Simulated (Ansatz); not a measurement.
Born–Oppenheimer molecular dynamics of a periodic cell of 15 atoms, Cs4Te2O2F7 (host Cs2TeOF4, host structure Cmcm, one F atom removed). It goes on from the last frame of an earlier run, with new velocities.

Theory: DFT PBEsol, scalar-relativistic, plane waves, PAW (Ansatz 0.2.0). Settings: accuracy low, cutoff 420 eV, k mesh 2x2x1, fermi-dirac smearing 0.05 eV, no spin polarisation.

```json
{"ensemble": "NVE (velocity Verlet)", "time step": "1 fs", "steps asked": "140", "starting velocities drawn for": "1950 K", "seed": "638889"}
```

Frames 10 fs apart, positions in Å.

Velocities at 0.0 fs (Å/ps):

```
Cs 5.07 -6.68 -1.35
Cs -2.70 -4.98 2.73
Cs -0.11 1.40 -3.56
Cs -0.79 2.09 -1.78
Te -0.06 1.83 3.68
Te 2.05 4.48 2.54
O 3.36 0.58 9.86
O -5.26 -10.00 -2.90
F -0.12 11.45 -3.81
F -1.51 18.77 -1.53
F -9.26 1.51 6.12
F -5.98 -6.29 -14.12
F -1.37 13.75 17.62
F -1.62 -14.95 -21.79
F -2.11 -1.57 -2.37
```

```xyz
15
Lattice="3.3475 -7.3202 0.0000 3.3475 7.3202 0.0000 0.0000 0.0000 7.1709" Properties=species:S:1:pos:R:3 time_fs=0.0 energy_less_start_eV=0.000 T=1950
Cs 3.301 0.613 1.746
Cs 3.283 -0.979 5.450
Cs 3.597 -3.434 1.924
Cs 3.240 3.871 5.231
Te 3.588 5.548 1.690
Te 3.295 -5.767 5.298
O 3.287 3.759 2.057
O 3.116 -4.007 5.288
F 1.860 -2.004 0.204
F 4.490 1.333 4.726
F 1.460 1.891 6.722
F 5.296 -1.473 3.259
F 5.545 1.451 7.151
F 1.563 -1.962 3.277
F 1.592 1.380 3.610
15
Lattice="3.3475 -7.3202 0.0000 3.3475 7.3202 0.0000 0.0000 0.0000 7.1709" Properties=species:S:1:pos:R:3 time_fs=10.0 energy_less_start_eV=0.661 T=1585
Cs 3.353 0.548 1.733
Cs 3.257 -1.028 5.474
Cs 3.597 -3.424 1.888
Cs 3.232 3.891 5.213
Te 3.580 5.564 1.725
Te 3.312 -5.731 5.331
O 3.330 3.781 2.133
O 3.062 -4.027 5.234
F 1.836 -1.891 0.191
F 4.502 1.519 4.705
F 1.368 1.893 6.769
F 5.248 -1.526 3.108
F 5.546 1.581 7.303
F 1.581 -2.103 3.093
F 1.546 1.373 3.611
15
Lattice="3.3475 -7.3202 0.0000 3.3475 7.3202 0.0000 0.0000 0.0000 7.1709" Properties=species:S:1:pos:R:3 time_fs=20.0 energy_less_start_eV=0.876 T=1467
Cs 3.405 0.489 1.721
Cs 3.235 -1.076 5.492
Cs 3.599 -3.422 1.851
Cs 3.225 3.909 5.194
Te 3.555 5.578 1.751
Te 3.320 -5.710 5.375
O 3.362 3.808 2.152
O 3.025 -3.894 5.137
F 1.775 -1.785 0.229
F 4.563 1.676 4.678
F 1.299 1.879 6.793
F 5.209 -1.551 2.957
F 5.572 1.693 7.397
F 1.698 -2.210 3.006
F 1.456 1.383 3.665
15
Lattice="3.3475 -7.3202 0.0000 3.3475 7.3202 0.0000 0.0000 0.0000 7.1709" Properties=species:S:1:pos:R:3 time_fs=30.0 energy_less_start_eV=0.919 T=1443
Cs 3.459 0.435 1.710
Cs 3.216 -1.121 5.502
Cs 3.604 -3.431 1.809
Cs 3.218 3.927 5.176
Te 3.520 5.591 1.770
Te 3.310 -5.677 5.421
O 3.358 3.803 2.116
O 3.060 -3.824 5.048
F 1.693 -1.687 0.302
F 4.655 1.774 4.649
F 1.286 1.866 6.814
F 5.155 -1.534 2.842
F 5.612 1.785 7.426
F 1.889 -2.252 3.010
F 1.332 1.403 3.769
15
Lattice="3.3475 -7.3202 0.0000 3.3475 7.3202 0.0000 0.0000 0.0000 7.1709" Properties=species:S:1:pos:R:3 time_fs=40.0 energy_less_start_eV=0.580 T=1630
Cs 3.511 0.389 1.702
Cs 3.200 -1.164 5.505
Cs 3.615 -3.453 1.761
Cs 3.211 3.945 5.158
Te 3.484 5.602 1.786
Te 3.279 -5.627 5.465
O 3.334 3.788 2.043
O 3.182 -3.879 5.008
F 1.615 -1.599 0.382
F 4.750 1.806 4.614
F 1.354 1.861 6.844
F 5.068 -1.478 2.790
F 5.648 1.857 7.394
F 2.072 -2.213 3.079
F 1.198 1.429 3.904
15
Lattice="3.3475 -7.3202 0.0000 3.3475 7.3202 0.0000 0.0000 0.0000 7.1709" Properties=species:S:1:pos:R:3 time_fs=50.0 energy_less_start_eV=0.611 T=1613
Cs 3.561 0.351 1.694
Cs 3.186 -1.206 5.503
Cs 3.629 -3.488 1.707
Cs 3.204 3.961 5.138
Te 3.449 5.610 1.804
Te 3.238 -5.579 5.513
O 3.311 3.793 1.950
O 3.360 -3.909 5.016
F 1.565 -1.524 0.440
F 4.808 1.784 4.563
F 1.488 1.867 6.873
F 4.963 -1.403 2.807
F 5.662 1.922 7.328
F 2.202 -2.096 3.195
F 1.096 1.446 4.018
15
Lattice="3.3475 -7.3202 0.0000 3.3475 7.3202 0.0000 0.0000 0.0000 7.1709" Properties=species:S:1:pos:R:3 time_fs=60.0 energy_less_start_eV=0.776 T=1521
Cs 3.605 0.326 1.685
Cs 3.174 -1.246 5.497
Cs 3.646 -3.533 1.651
Cs 3.198 3.975 5.119
Te 3.412 5.620 1.824
Te 3.198 -5.550 5.570
O 3.296 3.810 1.853
O 3.549 -3.805 5.062
F 1.550 -1.465 0.469
F 4.816 1.736 4.488
F 1.645 1.876 6.884
F 4.883 -1.344 2.887
F 5.629 1.999 7.280
F 2.275 -1.930 3.322
F 1.063 1.429 4.056
15
Lattice="3.3475 -7.3202 0.0000 3.3475 7.3202 0.0000 0.0000 0.0000 7.1709" Properties=species:S:1:pos:R:3 time_fs=70.0 energy_less_start_eV=1.126 T=1329
Cs 3.641 0.312 1.672
Cs 3.166 -1.278 5.491
Cs 3.661 -3.582 1.597
Cs 3.191 3.987 5.100
Te 3.376 5.636 1.848
Te 3.174 -5.524 5.620
O 3.286 3.820 1.760
O 3.689 -3.743 5.178
F 1.552 -1.424 0.485
F 4.808 1.688 4.405
F 1.781 1.883 6.871
F 4.865 -1.334 3.019
F 5.529 2.101 7.291
F 2.287 -1.750 3.409
F 1.077 1.373 4.029
15
Lattice="3.3475 -7.3202 0.0000 3.3475 7.3202 0.0000 0.0000 0.0000 7.1709" Properties=species:S:1:pos:R:3 time_fs=80.0 energy_less_start_eV=0.993 T=1401
Cs 3.670 0.311 1.658
Cs 3.163 -1.300 5.492
Cs 3.677 -3.632 1.547
Cs 3.183 3.996 5.082
Te 3.341 5.658 1.873
Te 3.175 -5.493 5.653
O 3.279 3.834 1.677
O 3.739 -3.820 5.357
F 1.547 -1.401 0.504
F 4.819 1.653 4.341
F 1.869 1.879 6.836
F 4.920 -1.379 3.184
F 5.373 2.221 7.335
F 2.227 -1.585 3.410
F 1.087 1.301 3.991
15
Lattice="3.3475 -7.3202 0.0000 3.3475 7.3202 0.0000 0.0000 0.0000 7.1709" Properties=species:S:1:pos:R:3 time_fs=90.0 energy_less_start_eV=1.079 T=1355
Cs 3.693 0.318 1.643
Cs 3.166 -1.311 5.500
Cs 3.694 -3.681 1.505
Cs 3.178 4.001 5.065
Te 3.311 5.682 1.899
Te 3.191 -5.479 5.676
O 3.269 3.875 1.614
O 3.736 -3.871 5.535
F 1.526 -1.390 0.531
F 4.870 1.641 4.310
F 1.904 1.857 6.788
F 5.029 -1.468 3.355
F 5.198 2.337 7.351
F 2.102 -1.443 3.325
F 1.062 1.237 3.981
15
Lattice="3.3475 -7.3202 0.0000 3.3475 7.3202 0.0000 0.0000 0.0000 7.1709" Properties=species:S:1:pos:R:3 time_fs=100.0 energy_less_start_eV=0.885 T=1461
Cs 3.712 0.331 1.630
Cs 3.171 -1.312 5.511
Cs 3.710 -3.728 1.468
Cs 3.174 4.002 5.050
Te 3.289 5.710 1.923
Te 3.212 -5.500 5.695
O 3.249 3.931 1.579
O 3.729 -3.740 5.664
F 1.490 -1.387 0.559
F 4.962 1.658 4.314
F 1.889 1.807 6.731
F 5.160 -1.580 3.517
F 5.038 2.433 7.310
F 1.942 -1.325 3.193
F 0.993 1.201 4.018
15
Lattice="3.3475 -7.3202 0.0000 3.3475 7.3202 0.0000 0.0000 0.0000 7.1709" Properties=species:S:1:pos:R:3 time_fs=110.0 energy_less_start_eV=1.179 T=1299
Cs 3.726 0.350 1.619
Cs 3.174 -1.302 5.521
Cs 3.726 -3.774 1.439
Cs 3.174 3.997 5.039
Te 3.274 5.744 1.944
Te 3.241 -5.527 5.711
O 3.215 3.969 1.575
O 3.673 -3.673 5.746
F 1.445 -1.382 0.577
F 5.087 1.699 4.348
F 1.827 1.728 6.667
F 5.276 -1.692 3.657
F 4.915 2.496 7.210
F 1.781 -1.231 3.057
F 0.889 1.202 4.100
```

Of the whole run (140 fs, mean temperature of the second half 1246 K): The conserved energy stayed within 0.13 meV per atom of its start (net change 0.00087 meV per atom), so the integration is sound. A run of 0.14 ps of so small a system gives no equilibrium averages. Limits of this set-up: coarse k mesh, odd electron count without spin, low accuracy level.

Run time: 12 min on 1 thread of Arm Neoverse V2, with other jobs on the host, peak memory 0.78 GiB.
